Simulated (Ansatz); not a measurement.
**CH3ClSSi: a ladder of functionals and wavefunction methods**

One table from this session's results is given with a row withheld; the runs are named, their logs left out.

The runs use Ansatz 0.2.0, Gaussian basis; functionals in def2-TZVPP, the program's frozen cores in correlated methods.

The runs, in order: LDA (SPW92), PBE-D4, revPBE-D4, BLYP-D4, r2SCAN-D4, B97M-V, PBE0-D4, B3LYP-D4, r2SCANh-D4, r2SCAN0-D4, HSE06-D4, BHLYP-D4, CAM-B3LYP-D4, LC-ωPBE, ωB97X-V, ωB97M-V, B2PLYP, PBE-QIDH; CCSD(T)/def2-SVP; CCSD(T)/def2-TZVPP; CCSD(T)/def2-QZVPP; extrapolation to the limit; RPA on PBE.

## The geometry

All runs share one geometry, relaxed beforehand with PBE0-D4 in a triple-zeta def2 set.

SMILES `CS[Si]Cl`, 7 atoms, charge 0, spin multiplicity 1.

Atoms are counted from 1 here; the program's logs count them from 0.

Bond lengths: C1–S2 1.809 Å, C1–H5 1.089 Å, C1–H6 1.089 Å, C1–H7 1.088 Å, S2–Si3 2.122 Å, Si3–Cl4 2.097 Å. Angles: S2–C1–H5 108.2°, S2–C1–H6 108.3°, S2–C1–H7 110.7°, H5–C1–H6 109.5°, H5–C1–H7 110.0°, H6–C1–H7 110.0°, C1–S2–Si3 113.1°, S2–Si3–Cl4 103.6°.

The first run:

Input file in.yaml:

```yaml
crystal:
  periodic: [false, false, false]
  atoms:
    - {symbol: C, position_ang: [-0.248010, 0.798471, -0.454878]}
    - {symbol: S, position_ang: [0.434373, -0.740950, -1.116612]}
    - {symbol: Si, position_ang: [0.808707, -2.196806, 0.381757]}
    - {symbol: Cl, position_ang: [0.213699, -1.246072, 2.153595]}
    - {symbol: H, position_ang: [0.426436, 1.611638, -0.720054]}
    - {symbol: H, position_ang: [-1.220361, 0.966729, -0.916029]}
    - {symbol: H, position_ang: [-0.353546, 0.738990, 0.626622]}
basis:
  gaussian: {orbitals: def2-TZVPP}
hamiltonian: {xc: lda}
output: {orbitals: {seedname: orbitals}}
```

Command:

```bash
> ansatz run in.yaml --threads 2 --pin off --events-out ev --progress --plain --max-ram 22528MiB --backend cpu
```

Steps of the session up to this table: LDA; PBE-D4 (GGA); revPBE-D4 (GGA); BLYP-D4 (GGA); r2SCAN-D4 (meta-GGA); B97M-V (meta-GGA); B3LYP-D4 (hybrid); r2SCANh-D4 (hybrid); r2SCAN0-D4 (hybrid); HSE06-D4 (hybrid); BHLYP-D4 (hybrid); CAM-B3LYP-D4 (range-separated); LC-ωPBE (range-separated); ωB97X-V (range-separated); ωB97M-V (range-separated); B2PLYP (double hybrid); PBE-QIDH (double hybrid).

One table of the session follows, with a row left open; its other results are not shown here.

It belongs to the step «Orbital energies across the functionals». 

| functional | HOMO (eV) | LUMO (eV) | gap (eV) |
| --- | --- | --- | --- |
| LDA (SPW92) | -6.18 | -3.14 | 3.04 |
| PBE-D4 | -6.06 | -2.97 | 3.09 |
| revPBE-D4 | -6.01 | -2.91 | 3.10 |
| BLYP-D4 | -5.91 | -2.80 | 3.11 |
| r2SCAN-D4 | -6.26 | -2.91 | 3.35 |
| B97M-V | -6.33 | -2.84 | 3.50 |
| PBE0-D4 | -7.13 | -2.24 | 4.89 |
| B3LYP-D4 | -6.94 | -2.38 | 4.56 |
| r2SCANh-D4 | -6.66 | -2.63 | 4.03 |
| r2SCAN0-D4 | -7.26 | -2.20 | 5.05 |
| HSE06-D4 | -6.74 | -2.61 | 4.12 |
| BHLYP-D4 | -8.08 | -1.33 | 6.75 |
| CAM-B3LYP-D4 | ? | ? | ? |
| LC-ωPBE | -9.68 | -0.18 | 9.50 |
| ωB97X-V | -9.35 | -0.22 | 9.14 |
| ωB97M-V | -9.18 | -0.28 | 8.90 |

Q: Estimate the row for CAM-B3LYP-D4 from the others.

As computed: HOMO (eV): -8.39; LUMO (eV): -1.16; gap (eV): 7.23. In the column «HOMO (eV)» it lies between ωB97M-V (-9.18) and BHLYP-D4 (-8.08).
